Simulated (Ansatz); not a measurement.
**C₂H₅BO: up Jacob's ladder to CCSD(T)**

The task here is to estimate one member of a computed series from the others.

The runs use Ansatz 0.2.0, Gaussian basis; functionals in def2-TZVPP, the program's frozen cores in correlated methods.

The runs, in order: LDA (SPW92), PBE-D4, revPBE-D4, BLYP-D4, r2SCAN-D4, B97M-V, PBE0-D4, B3LYP-D4, r2SCANh-D4, r2SCAN0-D4, HSE06-D4, BHLYP-D4, CAM-B3LYP-D4, LC-ωPBE, ωB97X-V, ωB97M-V, B2PLYP, PBE-QIDH; CCSD(T)/def2-SVP; CCSD(T)/def2-TZVPP; MP2/def2-QZVPP; extrapolation to the limit; RPA on PBE.

## The relaxed structure

An earlier PBE0-D4 in a triple-zeta def2 set relaxation fixed the geometry.

SMILES `BCC=O`, 9 atoms, charge 0, spin multiplicity 1.

Atoms are counted from 1 here; the program's logs count them from 0.

Bond lengths: B1–C2 1.556 Å, B1–H5 1.194 Å, B1–H6 1.197 Å, C2–C3 1.493 Å, C2–H7 1.109 Å, C2–H8 1.091 Å, C3–O4 1.200 Å, C3–H9 1.112 Å. Angles: C2–B1–H5 120.3°, C2–B1–H6 120.2°, H5–B1–H6 119.5°, B1–C2–C3 114.3°, B1–C2–H7 99.0°, B1–C2–H8 115.6°, C3–C2–H7 107.2°, C3–C2–H8 111.7°, H7–C2–H8 107.7°, C2–C3–O4 124.5°, C2–C3–H9 114.7°, O4–C3–H9 120.8°.

Geometry (Å):

```
B    -0.1988    0.9529   -0.8667
C     0.0779   -0.4693   -0.2997
C     0.0479   -0.5521    1.1908
O    -0.6879   -1.2631    1.8170
H    -0.6082    1.0875   -1.9805
H     0.0567    1.9220   -0.2125
H     1.1361   -0.5789   -0.6133
H    -0.4895   -1.2789   -0.7609
H     0.7542    0.1336    1.7088
```

The first run:

File in.yaml:

```yaml
crystal:
  periodic: [false, false, false]
  atoms:
    - {symbol: B, position_ang: [-0.198845, 0.952934, -0.866726]}
    - {symbol: C, position_ang: [0.077893, -0.469316, -0.299687]}
    - {symbol: C, position_ang: [0.047878, -0.552138, 1.190789]}
    - {symbol: O, position_ang: [-0.687933, -1.263077, 1.816989]}
    - {symbol: H, position_ang: [-0.608218, 1.087466, -1.980512]}
    - {symbol: H, position_ang: [0.056744, 1.921950, -0.212528]}
    - {symbol: H, position_ang: [1.136129, -0.578906, -0.613287]}
    - {symbol: H, position_ang: [-0.489494, -1.278863, -0.760881]}
    - {symbol: H, position_ang: [0.754245, 0.133650, 1.708841]}
basis:
  gaussian: {orbitals: def2-TZVPP}
hamiltonian: {xc: lda}
output: {orbitals: {seedname: orbitals}}
```

Command:

```console
ansatz run in.yaml --threads 2 --pin off --events-out ev --progress --plain --max-ram 4352MiB
```

Steps of the session up to this table: LDA; PBE-D4 (GGA); revPBE-D4 (GGA); BLYP-D4 (GGA); r2SCAN-D4 (meta-GGA); B97M-V (meta-GGA); PBE0-D4 (hybrid); B3LYP-D4 (hybrid); r2SCANh-D4 (hybrid); r2SCAN0-D4 (hybrid); HSE06-D4 (hybrid); BHLYP-D4 (hybrid); CAM-B3LYP-D4 (range-separated); LC-ωPBE (range-separated); ωB97X-V (range-separated); ωB97M-V (range-separated); B2PLYP (double hybrid); PBE-QIDH (double hybrid).

One table of the session follows, with a row left open; its other results are not shown here.

| functional | HOMO (eV) | LUMO (eV) | gap (eV) |
| --- | --- | --- | --- |
| LDA (SPW92) | -6.10 | -3.09 | 3.01 |
| PBE-D4 | -5.95 | -2.80 | 3.15 |
| revPBE-D4 | -5.89 | -2.68 | 3.21 |
| BLYP-D4 | -5.87 | -2.66 | 3.21 |
| r2SCAN-D4 | -6.22 | -2.38 | 3.85 |
| B97M-V | -6.41 | -2.49 | 3.91 |
| PBE0-D4 | ? | ? | ? |
| B3LYP-D4 | -7.27 | -2.02 | 5.25 |
| r2SCANh-D4 | -6.81 | -2.03 | 4.78 |
| r2SCAN0-D4 | -7.70 | -1.52 | 6.18 |
| HSE06-D4 | -7.09 | -2.16 | 4.93 |
| BHLYP-D4 | -9.04 | -0.74 | 8.30 |
| CAM-B3LYP-D4 | -8.95 | -0.69 | 8.26 |
| LC-ωPBE | -10.24 | 0.57 | 10.81 |
| ωB97X-V | -9.94 | 0.45 | 10.39 |
| ωB97M-V | -9.89 | 0.17 | 10.05 |

Estimate the missing values for PBE0-D4.

**Answer.** HOMO (eV): -7.49; LUMO (eV): -1.77; gap (eV): 5.72. In the column «HOMO (eV)» it lies between r2SCAN0-D4 (-7.70) and B3LYP-D4 (-7.27).
